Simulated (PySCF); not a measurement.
# One shape, several levels: C2H8Si2 (SMILES C1[SiH2]C[SiH2]1)

Wanted: a comparison of 6 runs (HF/def2-SVP, CAM-B3LYP/6-31G, PBE0/6-31G, B3LYP/6-31G*, TPSSh/6-31G**, CCSD/3-21G) of C2H8Si2. Input form: a Python script.

The calculation is run with PySCF 2.14.0.

## (1) The structure to begin with

C2H8Si2: 12 atoms, total charge 0, spin state singlet. SMILES: `C1[SiH2]C[SiH2]1`. The coordinates come from a PBE0-D4/def2-TZVP relaxation.

Bond lengths: C1–Si2 1.893 Å, Si2–C3 1.893 Å, C1–Si4 1.893 Å, C3–Si4 1.893 Å, C1–H5 1.089 Å, C1–H6 1.094 Å, Si2–H7 1.490 Å, Si2–H8 1.488 Å, C3–H9 1.094 Å, C3–H10 1.089 Å, Si4–H11 1.488 Å, Si4–H12 1.490 Å. Some angles: C1–Si2–C3 91.4°, Si2–C1–Si4 86.7°, Si2–C3–Si4 86.7°, C1–Si4–C3 91.4°, C1–Si2–H7 116.2°, C1–Si2–H8 111.9°, C3–Si2–H7 116.2°, C3–Si2–H8 111.9°, Si2–C1–H5 118.5°, Si2–C1–H6 111.5°.

## (2) Energy and forces at HF/def2-SVP (run 1)

Contents of start.xyz:

```xyz
12
C2H8Si2
C     -0.418400     0.251800    -1.264700
Si     1.244300     0.183900    -0.362600
C      0.380900    -0.003300     1.311500
Si    -1.190600    -0.402400     0.334800
H     -0.539400    -0.330400    -2.176700
H     -0.723800     1.282900    -1.464100
H      2.125500     1.374800    -0.518000
H      2.021600    -1.032900    -0.724300
H      0.297800     0.956800     1.828500
H      0.760300    -0.745200     2.012300
H     -1.444800    -1.867500     0.268600
H     -2.436600     0.276300     0.788600
```

Contents of job.py:

```python
from pyscf import gto, scf

mol = gto.Mole()
mol.atom = 'start.xyz'
mol.max_memory = 1860
mol.basis = 'def2-svp'
mol.charge = 0
mol.verbose = 4
mol.build()

mf = scf.RHF(mol)
mf.conv_tol = 1e-10
mf.kernel()
if not mf.converged:
    mf = mf.newton().run(mf.mo_coeff, mf.mo_occ)

e_final = mf.e_tot
print('Final energy', e_final)
grad = mf.nuc_grad_method().kernel()
mf.analyze()
```

Launch:

```sh
$ OMP_NUM_THREADS=1 python job.py
```

The log of the run:

```text
PySCF version 2.14.0

[... 65 lines left out ...]
Final energy -658.0151906114679
[... 23 lines left out ...]
MO #4   energy= -11.2013905231243  occ= 2
[... 9 lines left out ...]
MO #14  energy= -0.889706981696912 occ= 2
[... 9 lines left out ...]
MO #24  energy= -0.388993696993317 occ= 2
[... 9 lines left out ...]
MO #34  energy= 0.27323211901855   occ= 0
[... 9 lines left out ...]
MO #44  energy= 0.574289569365291  occ= 0
[... 9 lines left out ...]
MO #54  energy= 0.786872094638174  occ= 0
[... 9 lines left out ...]
MO #64  energy= 1.102957497301     occ= 0
[... 9 lines left out ...]
MO #74  energy= 1.77407456830073   occ= 0
[... 9 lines left out ...]
MO #84  energy= 2.04840695968898   occ= 0
[... 9 lines left out ...]
MO #94  energy= 2.5106017667085    occ= 0
[... 9 lines left out ...]
MO #104 energy= 3.34035283064911   occ= 0
[... 80 lines left out ...]
pop of  6 H 2pz           0.00013
pop of  7 H 1s            1.14111
pop of  7 H 2s            0.00219
pop of  7 H 2px           0.00137
pop of  7 H 2py           0.00304
pop of  7 H 2pz           0.00033
pop of  8 H 1s            0.88736
pop of  8 H 2s            0.00689
pop of  8 H 2px           0.00020
pop of  8 H 2py           0.00105
pop of  8 H 2pz           0.00065
pop of  9 H 1s            0.88493
pop of  9 H 2s            0.00707
pop of  9 H 2px           0.00031
pop of  9 H 2py           0.00068
pop of  9 H 2pz           0.00074
pop of  10 H 1s           1.14113
pop of  10 H 2s           0.00219
pop of  10 H 2px          0.00025
pop of  10 H 2py          0.00442
pop of  10 H 2pz          0.00006
pop of  11 H 1s           1.13694
pop of  11 H 2s           0.00223
pop of  11 H 2px          0.00318
pop of  11 H 2py          0.00099
pop of  11 H 2pz          0.00049
 ** Mulliken atomic charges  **
charge of    0C =     -0.68457
charge of    1Si =      0.76630
charge of    2C =     -0.68456
charge of    3Si =      0.76634
charge of    4H =      0.10627
charge of    5H =      0.10384
charge of    6H =     -0.14382
charge of    7H =     -0.14803
charge of    8H =      0.10385
charge of    9H =      0.10626
charge of   10H =     -0.14804
charge of   11H =     -0.14383
Dipole moment(X, Y, Z, Debye): -0.07575,  0.39134,  0.06195
```

It took 14 s on 1 thread of Intel Xeon at 2.70GHz, shared host; peak memory 0.23 GiB.

## (3) Energy and forces at CAM-B3LYP/6-31G (run 2)

Contents of run.py:

```python
import pyscf.grad
from pyscf import gto, dft

mol = gto.Mole()
mol.atom = [
    ('C', (-0.418400, 0.251800, -1.264700)),
    ('Si', (1.244300, 0.183900, -0.362600)),
    ('C', (0.380900, -0.003300, 1.311500)),
    ('Si', (-1.190600, -0.402400, 0.334800)),
    ('H', (-0.539400, -0.330400, -2.176700)),
    ('H', (-0.723800, 1.282900, -1.464100)),
    ('H', (2.125500, 1.374800, -0.518000)),
    ('H', (2.021600, -1.032900, -0.724300)),
    ('H', (0.297800, 0.956800, 1.828500)),
    ('H', (0.760300, -0.745200, 2.012300)),
    ('H', (-1.444800, -1.867500, 0.268600)),
    ('H', (-2.436600, 0.276300, 0.788600)),
]
mol.max_memory = 1860
mol.verbose = 3
mol.charge = 0
mol.basis = '6-31g'
mol.build()

ks = dft.RKS(mol)
ks.xc = 'cam-b3lyp'
ks.grids.level = 5
ks.conv_tol = 1e-10
ks.kernel()
if not ks.converged:
    ks = ks.newton().run(ks.mo_coeff, ks.mo_occ)

e_tot = ks.e_tot
print('Final energy', e_tot)
grad = ks.Gradients().kernel()
ks.analyze()
```

Launch:

```sh
$ OMP_NUM_THREADS=1 python run.py
```

The log of the run:

```text
converged SCF energy = -659.830366333109
Final energy -659.8303663331089
--------------- RKS gradients ---------------
         x                y                z
0 C     0.0039516896    -0.0056711956     0.0090992804
1 Si    -0.0237194732    -0.0030726311     0.0070418312
2 C    -0.0021698209    -0.0036381324    -0.0105617775
3 Si     0.0227802879     0.0081089635    -0.0062796257
4 H    -0.0002174851     0.0003624304    -0.0004592076
5 H     0.0004085036     0.0002687375     0.0016535478
6 H    -0.0029018133    -0.0031663045     0.0005895937
7 H    -0.0024508404     0.0033747645     0.0010941972
8 H    -0.0005716942     0.0005276180    -0.0015504970
9 H     0.0001151355     0.0002335031     0.0005885136
10 H     0.0009712295     0.0042133718     0.0001169820
11 H     0.0038042806    -0.0015417704    -0.0013324853
----------------------------------------------
**** MO energy ****
MO #1   energy= -66.1994433229758  occ= 2
MO #2   energy= -66.1994236131023  occ= 2
MO #3   energy= -10.2309667377121  occ= 2
MO #4   energy= -10.2309602277507  occ= 2
MO #5   energy= -5.36704699962559  occ= 2
MO #6   energy= -5.36701128307352  occ= 2
MO #7   energy= -3.72570766648245  occ= 2
MO #8   energy= -3.72552860675421  occ= 2
MO #9   energy= -3.7247629070177   occ= 2
MO #10  energy= -3.72472485705937  occ= 2
MO #11  energy= -3.72387321836178  occ= 2
MO #12  energy= -3.72384989757075  occ= 2
MO #13  energy= -0.819002251548318 occ= 2
MO #14  energy= -0.73865389465321  occ= 2
MO #15  energy= -0.59613018388721  occ= 2
MO #16  energy= -0.574764226492638 occ= 2
MO #17  energy= -0.505248002956329 occ= 2
MO #18  energy= -0.474512443188811 occ= 2
MO #19  energy= -0.462758554396463 occ= 2
MO #20  energy= -0.403070088008452 occ= 2
MO #21  energy= -0.381369211068001 occ= 2
MO #22  energy= -0.375251436421683 occ= 2
MO #23  energy= -0.36021252202501  occ= 2
MO #24  energy= -0.328286224178838 occ= 2
MO #25  energy= 0.0528865562471905 occ= 0
MO #26  energy= 0.0969646467353726 occ= 0
MO #27  energy= 0.107808110833082  occ= 0
MO #28  energy= 0.117162685557715  occ= 0
MO #29  energy= 0.132429816513502  occ= 0
MO #30  energy= 0.164607251983076  occ= 0
MO #31  energy= 0.181471581650027  occ= 0
MO #32  energy= 0.185069069349876  occ= 0
MO #33  energy= 0.197579453685383  occ= 0
MO #34  energy= 0.209935584165073  occ= 0
MO #35  energy= 0.229775645686934  occ= 0
MO #36  energy= 0.230122063509044  occ= 0
MO #37  energy= 0.287463338370268  occ= 0
MO #38  energy= 0.311761009136713  occ= 0
MO #39  energy= 0.320840379810996  occ= 0
MO #40  energy= 0.345100410872916  occ= 0
MO #41  energy= 0.353870797919213  occ= 0
MO #42  energy= 0.368740450135207  occ= 0
MO #43  energy= 0.423758101549765  occ= 0
MO #44  energy= 0.449569240766636  occ= 0
MO #45  energy= 0.653022482032991  occ= 0
MO #46  energy= 0.661491908108546  occ= 0
MO #47  energy= 0.783107439842236  occ= 0
MO #48  energy= 0.801254344303252  occ= 0
MO #49  energy= 0.863836583177206  occ= 0
MO #50  energy= 0.864877669465567  occ= 0
MO #51  energy= 0.996303113790958  occ= 0
MO #52  energy= 1.02004500583604   occ= 0
MO #53  energy= 1.0352922769595    occ= 0
MO #54  energy= 1.04864294343775   occ= 0
MO #55  energy= 1.06015415900918   occ= 0
MO #56  energy= 1.07261268393534   occ= 0
MO #57  energy= 1.12168430501362   occ= 0
MO #58  energy= 1.15338374557554   occ= 0
MO #59  energy= 1.20444032948012   occ= 0
MO #60  energy= 1.33647415063518   occ= 0
 ** Mulliken atomic charges  **
charge of    0C =     -0.66082
charge of    1Si =      0.54397
charge of    2C =     -0.66081
charge of    3Si =      0.54401
charge of    4H =      0.13201
charge of    5H =      0.12880
charge of    6H =     -0.07154
charge of    7H =     -0.07243
charge of    8H =      0.12881
charge of    9H =      0.13199
charge of   10H =     -0.07244
charge of   11H =     -0.07156
Dipole moment(X, Y, Z, Debye): -0.06824,  0.35230,  0.05581
```

It took 44 s on 1 thread of Intel Xeon at 2.70GHz, shared host; peak memory 0.61 GiB.

Runs 3 to 4 aren't shown in full; the table further down has their settings and results.

## (4) Energy and forces at TPSSh/6-31G(d,p) (spherical functions) (run 5)

Contents of input.py:

```python
import pyscf.grad
from pyscf import gto, dft

molecule = gto.M(
    atom=[
    ('C', (-0.418400, 0.251800, -1.264700)),
    ('Si', (1.244300, 0.183900, -0.362600)),
    ('C', (0.380900, -0.003300, 1.311500)),
    ('Si', (-1.190600, -0.402400, 0.334800)),
    ('H', (-0.539400, -0.330400, -2.176700)),
    ('H', (-0.723800, 1.282900, -1.464100)),
    ('H', (2.125500, 1.374800, -0.518000)),
    ('H', (2.021600, -1.032900, -0.724300)),
    ('H', (0.297800, 0.956800, 1.828500)),
    ('H', (0.760300, -0.745200, 2.012300)),
    ('H', (-1.444800, -1.867500, 0.268600)),
    ('H', (-2.436600, 0.276300, 0.788600)),
],
    spin=0,
    max_memory=1860,
    basis='6-31g**',
    verbose=4,
)

mf = dft.RKS(molecule)
mf.xc = 'tpssh'
mf.conv_tol = 1e-10
mf.grids.level = 5
mf.kernel()
if not mf.converged:
    mf = mf.newton().run(mf.mo_coeff, mf.mo_occ)

e_final = mf.e_tot
print(f'total energy: {e_final:.8f} hartree')
grad = mf.Gradients().kernel()
mf.analyze()
```

Launch:

```sh
$ OMP_NUM_THREADS=1 python input.py
```

The log of the run:

```text
PySCF version 2.14.0

[... 78 lines left out ...]
total energy: -660.03125809 hartree
[... 24 lines left out ...]
MO #4   energy= -10.098156560022   occ= 2
[... 9 lines left out ...]
MO #14  energy= -0.641188240397702 occ= 2
[... 9 lines left out ...]
MO #24  energy= -0.257372296284638 occ= 2
[... 9 lines left out ...]
MO #34  energy= 0.153998736265274  occ= 0
[... 9 lines left out ...]
MO #44  energy= 0.37300161256117   occ= 0
[... 9 lines left out ...]
MO #54  energy= 0.752535039790254  occ= 0
[... 9 lines left out ...]
MO #64  energy= 1.01646822948913   occ= 0
[... 9 lines left out ...]
MO #74  energy= 1.90238862774716   occ= 0
[... 9 lines left out ...]
MO #84  energy= 2.18326254424081   occ= 0
[... 9 lines left out ...]
MO #94  energy= 2.5801854332501    occ= 0
[... 9 lines left out ...]
MO #104 energy= 3.49318093584632   occ= 0
[... 80 lines left out ...]
pop of  6 H 2pz           0.00005
pop of  7 H 1s            1.09852
pop of  7 H 2s            0.00196
pop of  7 H 2px           0.00061
pop of  7 H 2py           0.00153
pop of  7 H 2pz           0.00015
pop of  8 H 1s            0.86691
pop of  8 H 2s            0.00659
pop of  8 H 2px           0.00012
pop of  8 H 2py           0.00039
pop of  8 H 2pz           0.00021
pop of  9 H 1s            0.86469
pop of  9 H 2s            0.00696
pop of  9 H 2px           0.00015
pop of  9 H 2py           0.00028
pop of  9 H 2pz           0.00026
pop of  10 H 1s           1.09853
pop of  10 H 2s           0.00196
pop of  10 H 2px          0.00009
pop of  10 H 2py          0.00217
pop of  10 H 2pz          0.00003
pop of  11 H 1s           1.09704
pop of  11 H 2s           0.00201
pop of  11 H 2px          0.00152
pop of  11 H 2py          0.00053
pop of  11 H 2pz          0.00023
 ** Mulliken atomic charges  **
charge of    0C =     -0.67716
charge of    1Si =      0.62780
charge of    2C =     -0.67714
charge of    3Si =      0.62784
charge of    4H =      0.12767
charge of    5H =      0.12576
charge of    6H =     -0.10132
charge of    7H =     -0.10277
charge of    8H =      0.12578
charge of    9H =      0.12765
charge of   10H =     -0.10278
charge of   11H =     -0.10133
Dipole moment(X, Y, Z, Debye): -0.08157,  0.42077,  0.06673
```

Run time: 68 s. Hardware: 1 thread of Intel Xeon at 2.70GHz, shared host; peak memory 1.1 GiB.

## (5) The energy at CCSD/3-21G (run 6)

Contents of run.py:

```python
from pyscf import gto, cc

mol = gto.M(
    atom='''
C       -0.418400       0.251800      -1.264700
Si       1.244300       0.183900      -0.362600
C        0.380900      -0.003300       1.311500
Si      -1.190600      -0.402400       0.334800
H       -0.539400      -0.330400      -2.176700
H       -0.723800       1.282900      -1.464100
H        2.125500       1.374800      -0.518000
H        2.021600      -1.032900      -0.724300
H        0.297800       0.956800       1.828500
H        0.760300      -0.745200       2.012300
H       -1.444800      -1.867500       0.268600
H       -2.436600       0.276300       0.788600
''',
    spin=0,
    verbose=3,
    max_memory=1860,
    basis='3-21g',
)

mf = mol.RHF()
mf.conv_tol = 1e-10
mf.kernel()
if not mf.converged:
    mf = mf.newton().run(mf.mo_coeff, mf.mo_occ)

mycc = cc.CCSD(mf, frozen=12)
mycc.kernel()
etot = mycc.e_tot
print(f'total energy: {etot:.8f} hartree')
mf.analyze()
```

Launch:

```sh
$ OMP_NUM_THREADS=1 python run.py
```

The log of the run:

```text
converged SCF energy = -654.743420055132
E(CCSD) = -655.0796775612552  E_corr = -0.3362575061234151
total energy: -655.07967756 hartree
**** MO energy ****
MO #1   energy= -68.3026260063402  occ= 2
MO #2   energy= -68.3023070925884  occ= 2
MO #3   energy= -11.146344605295   occ= 2
MO #4   energy= -11.1462232949566  occ= 2
MO #5   energy= -6.11002832958953  occ= 2
MO #6   energy= -6.10960515810811  occ= 2
MO #7   energy= -4.20677086942914  occ= 2
MO #8   energy= -4.20651902860801  occ= 2
MO #9   energy= -4.20563870309708  occ= 2
MO #10  energy= -4.20549514744719  occ= 2
MO #11  energy= -4.2041441065245   occ= 2
MO #12  energy= -4.2038332975678   occ= 2
MO #13  energy= -0.991777041117315 occ= 2
MO #14  energy= -0.901940510606767 occ= 2
MO #15  energy= -0.697165942016592 occ= 2
MO #16  energy= -0.677187071645251 occ= 2
MO #17  energy= -0.595489634345223 occ= 2
MO #18  energy= -0.55493983908374  occ= 2
MO #19  energy= -0.550322933581953 occ= 2
MO #20  energy= -0.472514517529231 occ= 2
MO #21  energy= -0.449418963565203 occ= 2
MO #22  energy= -0.443007956623851 occ= 2
MO #23  energy= -0.417915465357366 occ= 2
MO #24  energy= -0.384571149877586 occ= 2
MO #25  energy= 0.137469633185654  occ= 0
MO #26  energy= 0.186375512454487  occ= 0
MO #27  energy= 0.200846176703857  occ= 0
MO #28  energy= 0.206908215400258  occ= 0
MO #29  energy= 0.228922778524164  occ= 0
MO #30  energy= 0.279760096858705  occ= 0
MO #31  energy= 0.303849540954413  occ= 0
MO #32  energy= 0.32007777475954   occ= 0
MO #33  energy= 0.331341811065788  occ= 0
MO #34  energy= 0.338204332195994  occ= 0
MO #35  energy= 0.345066057624072  occ= 0
MO #36  energy= 0.353993507500745  occ= 0
MO #37  energy= 0.497124315109378  occ= 0
MO #38  energy= 0.501189961237421  occ= 0
MO #39  energy= 0.514758327202241  occ= 0
MO #40  energy= 0.542330904780637  occ= 0
MO #41  energy= 0.548533270208805  occ= 0
MO #42  energy= 0.593044325255585  occ= 0
MO #43  energy= 0.6436140762266    occ= 0
MO #44  energy= 0.67169117223738   occ= 0
MO #45  energy= 0.986807356054473  occ= 0
MO #46  energy= 1.00141350156714   occ= 0
MO #47  energy= 1.14505924201751   occ= 0
MO #48  energy= 1.18993139954574   occ= 0
MO #49  energy= 1.23500761118879   occ= 0
MO #50  energy= 1.25939903524971   occ= 0
MO #51  energy= 1.33624379813064   occ= 0
MO #52  energy= 1.34160677571391   occ= 0
MO #53  energy= 1.35042484302441   occ= 0
MO #54  energy= 1.35260137038344   occ= 0
MO #55  energy= 1.36647292244955   occ= 0
MO #56  energy= 1.39994287501195   occ= 0
MO #57  energy= 1.44333310872655   occ= 0
MO #58  energy= 1.44939352201612   occ= 0
MO #59  energy= 1.9553913592354    occ= 0
MO #60  energy= 2.12949012097271   occ= 0
 ** Mulliken atomic charges  **
charge of    0C =     -0.70589
charge of    1Si =      0.70588
charge of    2C =     -0.70587
charge of    3Si =      0.70592
charge of    4H =      0.12034
charge of    5H =      0.11592
charge of    6H =     -0.11751
charge of    7H =     -0.11875
charge of    8H =      0.11593
charge of    9H =      0.12033
charge of   10H =     -0.11876
charge of   11H =     -0.11752
Dipole moment(X, Y, Z, Debye): -0.07206,  0.37227,  0.05892
```

Wall time 2.7 s (1 thread of Intel Xeon at 2.70GHz, shared host); peak memory 0.18 GiB.

## (6) All runs side by side

```tsv
run	level	integration grid	Cartesian functions	energy (Eh)	dipole moment (D) of the reference	HOMO energy (eV)	LUMO energy (eV)	wall time
1	HF/def2-SVP	–	no	-658.015191	0.40	-10.59	3.71	14 s
2	CAM-B3LYP/6-31G	5	no	-659.830366	0.36	-8.93	1.44	44 s
3	PBE0/6-31G	5	no	-659.540132	0.38	-7.68	0.44	25 s
4	B3LYP/6-31G* (Cartesian functions)	5	yes	-660.012543	0.43	-7.36	0.24	37 s
5	TPSSh/6-31G** (spherical functions)	5	no	-660.031258	0.43	-7.00	0.07	68 s
6	CCSD/3-21G	–	no	-655.079678	0.38	-10.46	3.74	2.7 s
```

## (7) What came out

| quantity | value |
| --- | --- |
| run 6: total energy | -655.07968 Eh |
| run 6: dipole moment (Hartree–Fock density) | 0.38 D |
| run 6: HOMO energy (Hartree–Fock orbitals) | -10.46 eV |
| run 6: LUMO energy (Hartree–Fock orbitals) | 3.74 eV |
| run 6: HOMO–LUMO gap (Hartree–Fock orbitals) | 14.21 eV |
| run 6: correlation energy (12 core orbitals frozen) | -336.3 mEh |
| run 6: T1 diagnostic | 0.010 |

In words: Over runs 1, 2, 3, 4, 5 the dipole moment (its size) runs from 0.36 D (CAM-B3LYP/6-31G) to 0.43 D (TPSSh/6-31G**). The two ends differ in method and basis. Over runs 1, 2, 3, 4, 5 the HOMO–LUMO gap runs from 7.07 eV (TPSSh/6-31G**) to 14.29 eV (HF/def2-SVP). Totals of different functionals can't be ranked against each other. All runs together took 3.2 min, the longest 68 s.
